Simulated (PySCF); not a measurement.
# C₃H₇FSeSi: electronic excitations

Wanted: the electronic excitations of C₃H₇FSeSi (`C[C@@H]1C[Se][Si@H]1F`), by calculation.

Computed with PySCF 2.14.0, with density-fitted response routines of our own, on a single molecule in the gas phase. Atoms are numbered from 0 throughout.

### Step 1. Starting geometry

13 atoms, charge 0, multiplicity 1; geometry from: GFN2-xTB.

Bonds of the start (Å): C0–C1 1.52, C1–C2 1.54, C2–Se3 2.00, Se3–Si4 2.28, Si4–F5 1.61, Si4–C1 1.91, C0–H6 1.09, C0–H7 1.09, C0–H8 1.09, C1–H9 1.09, C2–H10 1.09, C2–H11 1.09, Si4–H12 1.45.

### Step 2. Ultraviolet spectrum: CAM-B3LYP/def2-SVPD

What the job is given:

```
{"job": {"kind": "uv", "xc": "CAM-B3LYP", "basis": "def2-SVPD", "nstates": 8, "ntriplets": 3}, "charge": 0, "multiplicity": 1}
C      1.428885    -0.337690    -0.512060
C     -0.036860     0.061935    -0.451550
C     -0.268350     1.391446     0.288824
Se    -1.938167     1.017931     1.319057
Si    -1.242143    -1.012998     0.563538
F     -2.294201    -1.836692    -0.338132
H      1.839941    -0.450534     0.489188
H      1.541998    -1.283565    -1.037234
H      2.011233     0.417742    -1.038294
H     -0.412122     0.155813    -1.475701
H     -0.400987     2.258603    -0.355601
H      0.524580     1.602860     1.005837
H     -0.758194    -1.984365     1.524398
```

With the program's defaults for keys left out, this is: TDDFT CAM-B3LYP/def2-SVPD, vertical, gas phase, core orbitals frozen in the response.

On the command line:

```console
> OMP_NUM_THREADS=1 python probes_run.py task.json out
```

This one command runs all jobs of the session in turn.

What will the session give for the following? lowest singlet (CAM-B3LYP/def2-SVPD); brightest single state of those computed; lowest triplet; surface potential, 1st and 99th percentile. Wanted: lowest singlet; brightest single state of those computed; lowest triplet; surface potential, 1st and 99th percentile.

**Answer**, as computed:

| quantity | value |
| --- | --- |
| lowest singlet (CAM-B3LYP/def2-SVPD) | 4.73 eV (262 nm), f = 0.000 |
| brightest single state of those computed | state 6, 6.88 eV, f = 0.122 |
| lowest triplet | 4.28 eV |
| surface potential, 1st and 99th percentile | -1.02 V and 1.45 V |

**Reading.** The lowest singlet, at 4.73 eV, is HOMO→LUMO 0.74, HOMO→LUMO+1 0.11 and is dark; of the 8 states computed, the strongest absorption comes from state 6 at 6.88 eV. The lowest triplet lies 0.45 eV below the lowest singlet (triplets in Tamm-Dancoff, singlets in full TDDFT).
